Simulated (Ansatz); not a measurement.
**BSiGeH (singlet): the correlation ladder, cc-pVDZ**

How much of the correlation energy of BSiGeH (singlet) does each wave-function method recover here?

The runs use Ansatz 0.2.0, Gaussian basis; cc-pVDZ, core rule «outside noble gas», up to 20 orbitals frozen.

The runs, in order: UHF; CCSD(T) on RHF; CCSD(T) on UHF; BCCD(T) on RHF; CISD; CCSDT(Q) on RHF; CCSDT(Q) on UHF; CCSDTQ on RHF.

4 further runs of the same task are left out: 4 set aside as unsound or not needed.

## (1) What is computed

The geometry is a PBE0/def2-TZVP stationary point (not a proven minimum). No spin-orbit coupling is included. The filled d shell of Ge may be among the frozen orbitals whatever the setting's name suggests; the logs give the count.

4 atoms, charge 0, spin multiplicity 1.

Atoms are counted from 1 here; the program's logs count them from 0.

Bond lengths: B1–Si2 1.908 Å, B1–Ge3 1.873 Å, B1–H4 1.243 Å, Si2–Ge3 2.637 Å. Angles: Si2–B1–Ge3 88.4°, Si2–B1–H4 67.9°, Ge3–B1–H4 156.3°, B1–Si2–Ge3 45.2°, B1–Ge3–Si2 46.3°.

## (2) UHF

Input file in.yaml:

```yaml
crystal:
  periodic: [false, false, false]
  atoms:
    - {symbol: B, position_ang: [0.000000, -1.158013, 0.599059]}
    - {symbol: Si, position_ang: [0.000000, 0.315922, 1.811071]}
    - {symbol: Ge, position_ang: [0.000000, 0.071402, -0.814172]}
    - {symbol: H, position_ang: [0.000000, -1.528086, 1.786054]}
basis:
  gaussian: {orbitals: cc-pVDZ}
magnetization: {spin_polarized: true, initial_magnetization: 0}
hamiltonian: {xc: hf}
output: {orbitals: {seedname: orbitals}}
```

Started as:

```console
$ ansatz run in.yaml --threads 1 --pin off --events-out ev --progress --plain --max-ram 4096MiB --backend cpu
```

Further steps of the session: CCSD(T) on RHF; CCSD(T) on UHF; BCCD(T) on RHF; CISD; CCSDT(Q) on RHF; CCSDT(Q) on UHF; CCSDTQ on RHF.

Q: Predict the results of all the runs planned. Wanted: RCCSDTQ below the RHF energy; RMP2 from RCCSDTQ; RCCSD from RCCSDTQ; RCCSD(T) from RCCSDTQ; RCCSDT(Q) from RCCSDTQ; T1 diagnostic.

**Answer**, as computed:

```
                         quantity        value
     RCCSDTQ below the RHF energy   -8.2501 eV
                RMP2 from RCCSDTQ  +1344.4 meV
               RCCSD from RCCSDTQ   +560.3 meV
            RCCSD(T) from RCCSDTQ    +76.4 meV
           RCCSDT(Q) from RCCSDTQ     -2.0 meV
levels within 1 kcal/mol (43 meV)    RCCSDT(Q)
                    T1 diagnostic        0.018
```

What this shows: RCCSD(T) misses by +76.4 meV, 0.9 % of the correlation energy. These misses are within one basis, not against nature.
